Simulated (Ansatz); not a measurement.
# CH7ClOSi2: rigid torsion scan in Python

Aim: a rigid torsion scan, for CH7ClOSi2, run from a script. SMILES: C[SiH2]O[SiH2]Cl.

Program: Ansatz 0.2.0 through its Python package. Level of theory: r2SCAN0/6-31G*. These are calculated values, not measurements.

## 1. The system

Bond lengths: C1–Si2 1.827 Å, Si2–O3 1.673 Å, O3–Si4 1.601 Å, Si4–Cl5 2.033 Å, C1–H6 1.139 Å, C1–H7 1.089 Å, C1–H8 1.076 Å, Si2–H9 1.487 Å, Si2–H10 1.538 Å, Si4–H11 1.467 Å, Si4–H12 1.515 Å. Angles (14 of 19 angles, heavy atoms first): C1–Si2–O3 114.5°, Si2–O3–Si4 138.8°, O3–Si4–Cl5 107.6°, C1–Si2–H9 109.6°, C1–Si2–H10 109.5°, O3–Si2–H9 110.0°, O3–Si2–H10 105.3°, Si2–C1–H6 111.0°, Si2–C1–H7 111.6°, Si2–C1–H8 113.6°, O3–Si4–H11 110.7°, O3–Si4–H12 111.5°, Cl5–Si4–H11 110.0°, Cl5–Si4–H12 108.0°.

No structure file is read: the coordinates are typed or built in the script.

## 2. Script

Contents of ch7closi2.py:

```python
'''Energy of CH7ClOSi2 as one group turns about a bond.'''

import ansatz as az
from ase import Atoms

atoms = Atoms(['C', 'Si', 'O', 'Si', 'Cl', 'H', 'H', 'H', 'H', 'H', 'H', 'H'], positions=[
    [0.8888, 1.9759, 0.5681],
    [0.056, 0.715, -0.4593],
    [0.022, -0.8167, 0.2126],
    [-0.6759, -2.233, -0.0515],
    [-2.5692, -2.131, 0.6812],
    [1.9597, 1.6692, 0.8036],
    [0.4313, 2.0574, 1.553],
    [0.9214, 2.9495, 0.1116],
    [-1.3262, 1.1619, -0.7758],
    [0.8097, 0.5565, -1.791],
    [0.0641, -3.3074, 0.6185],
    [-0.7637, -2.5424, -1.5316],
])

# start the scan from a relaxed geometry
first = (
    az.Crystal.molecule_from_ase(atoms).calculation()
    .basis(gaussian='6-31G*')
    .functional('R2SCAN0')
    .scf(lower_state_search='light')
    .relax(force_tolerance=0.02, max_steps=80)
)
atoms.positions = first.run(threads=1, pin='off').report['positions_ang']

start = atoms.get_dihedral(2, 1, 0, 5)
energies = {}
for turn in range(0, 121, 15):
    turned = atoms.copy()
    turned.set_dihedral(2, 1, 0, 5, start + turn, indices=[0, 5, 6, 7])
    base = (
        az.Crystal.molecule_from_ase(turned).calculation()
        .basis(gaussian='6-31G*')
        .functional('R2SCAN0')
        .scf(lower_state_search='light')
    )
    energies[round((start + turn) % 360)] = base.run(threads=1, pin='off').report['free_energy_ev']
floor = min(energies.values())
print('dihedral O2-Si1-C0-H5 (deg)   E - E(min) (kcal/mol)')
for angle, e in sorted(energies.items()):
    print(f'{angle:8d} {23.060548 * (e - floor):14.3f}  ' + '#' * int(30 * (e - floor) / max(max(energies.values()) - floor, 1e-9)))
```

## 3. The input behind the calls

The engine receives this input (first run):

```yaml
crystal:
  periodic: [false, false, false]
  atoms:
    - { symbol: C, position_ang: [0.8888, 1.9759, 0.5681] }
    - { symbol: Si, position_ang: [0.056, 0.715, -0.4593] }
    - { symbol: O, position_ang: [0.022, -0.8167, 0.2126] }
    - { symbol: Si, position_ang: [-0.6759, -2.233, -0.0515] }
    - { symbol: Cl, position_ang: [-2.5692, -2.131, 0.6812] }
    - { symbol: H, position_ang: [1.9597, 1.6692, 0.8036] }
    - { symbol: H, position_ang: [0.4313, 2.0574, 1.553] }
    - { symbol: H, position_ang: [0.9214, 2.9495, 0.1116] }
    - { symbol: H, position_ang: [-1.3262, 1.1619, -0.7758] }
    - { symbol: H, position_ang: [0.8097, 0.5565, -1.791] }
    - { symbol: H, position_ang: [0.0641, -3.3074, 0.6185] }
    - { symbol: H, position_ang: [-0.7637, -2.5424, -1.5316] }
basis:
  gaussian:
    orbitals: "6-31G*"
hamiltonian:
  xc: r2scan0
scf:
  lower_state_search: light
relax:
  f_tol: 0.02
  max_steps: 80
```

## 4. The run

Command:

```bash
> python ch7closi2.py
```

Standard output:

```text
dihedral O2-Si1-C0-H5 (deg)   E - E(min) (kcal/mol)
      59          0.000
      74          0.200  ####
      89          0.701  ##############
     104          1.216  #########################
     119          1.439  ##############################
     134          1.235  #########################
     149          0.728  ###############
     164          0.220  ####
     179          0.003
```

Wall time 4.4 min (1 thread of Arm Neoverse V1, shared host); peak memory 0.33 GiB.

## 5. Path of the relaxation of run 0

Step by step:

| step | energy from step 1 (eV) | largest force component (eV/Å) |
| --- | --- | --- |
| 1 | 0.0000 | 1.8463 |
| 2 | -0.1561 | 0.6705 |
| 3 | -0.1711 | 0.1836 |
| 4 | -0.1729 | 0.0617 |
| 5 | -0.1758 | 0.0535 |
| 6 | -0.1780 | 0.1473 |
| 7 | -0.1788 | 0.0578 |
| 8 | -0.1793 | 0.0248 |
| 9 | -0.1798 | 0.0078 |
| 10 | -0.1801 | 0.0488 |
| 11 | -0.1795 | 0.0814 |
| 12 | -0.1804 | 0.0116 |
| 13 | -0.1806 | 0.0176 |
| 14 | -0.1806 | 0.0378 |
| 15 | -0.1798 | 0.0865 |
| 16 | -0.1806 | 0.0114 |

Step 1 is the start. Steps 11, 15 were tried and not accepted.

Before: Bond lengths: C1–Si2 1.827 Å, Si2–O3 1.673 Å, O3–Si4 1.601 Å, Si4–Cl5 2.033 Å, C1–H6 1.139 Å, C1–H7 1.089 Å, C1–H8 1.076 Å, Si2–H9 1.487 Å, Si2–H10 1.538 Å, Si4–H11 1.467 Å, Si4–H12 1.515 Å. Angles (14 of 19 angles, heavy atoms first): C1–Si2–O3 114.5°, Si2–O3–Si4 138.8°, O3–Si4–Cl5 107.6°, C1–Si2–H9 109.6°, C1–Si2–H10 109.5°, O3–Si2–H9 110.0°, O3–Si2–H10 105.3°, Si2–C1–H6 111.0°, Si2–C1–H7 111.6°, Si2–C1–H8 113.6°, O3–Si4–H11 110.7°, O3–Si4–H12 111.5°, Cl5–Si4–H11 110.0°, Cl5–Si4–H12 108.0°.

After: Bond lengths: C1–Si2 1.859 Å, Si2–O3 1.657 Å, O3–Si4 1.621 Å, Si4–Cl5 2.059 Å, C1–H6 1.091 Å, C1–H7 1.091 Å, C1–H8 1.092 Å, Si2–H9 1.483 Å, Si2–H10 1.483 Å, Si4–H11 1.471 Å, Si4–H12 1.476 Å. Angles (14 of 19 angles, heavy atoms first): C1–Si2–O3 108.8°, Si2–O3–Si4 148.2°, O3–Si4–Cl5 110.4°, C1–Si2–H9 111.1°, C1–Si2–H10 110.9°, O3–Si2–H9 109.2°, O3–Si2–H10 108.2°, Si2–C1–H6 111.1°, Si2–C1–H7 111.1°, Si2–C1–H8 110.7°, O3–Si4–H11 109.1°, O3–Si4–H12 111.5°, Cl5–Si4–H11 107.2°, Cl5–Si4–H12 106.6°.

Run 0 is this relaxation; the runs after it count from 1.

## 6. What each run gave

One row for each of the 9 runs:

```csv
run,turn (°),energy from run 1 (eV),SCF cycles,CPU time (s)
1,0,0.0000,17,9.3
2,15,0.0087,17,9.4
3,30,0.0304,17,9.2
4,45,0.0527,17,9
5,60,0.0624,17,9.4
6,75,0.0536,17,9.4
7,90,0.0316,17,9.3
8,105,0.0095,17,8.9
9,120,0.0001,17,9.1
```

## 7. Summary of results

| quantity | value |
| --- | --- |
| runs compared | 9 |
| range of energy | 0.062 eV |
| lowest point, turn (°) | 0 |

The lowest point lies at a turn of 0°, the highest 0.062 eV (6.0 kJ/mol) above it at 60°. The grid can miss the true lowest and highest points, and the rest of the molecule is held rigid. Run 0: The relaxation took 13 moves; the largest shift is 0.332 Å, of atom 11 (H). The scan is rigid and the energies are electronic, in a modest basis. With rigid groups the curve can differ much from the relaxed path, the start wasn't checked as a minimum of this torsion, and equivalent turns needn't return to the same energy.
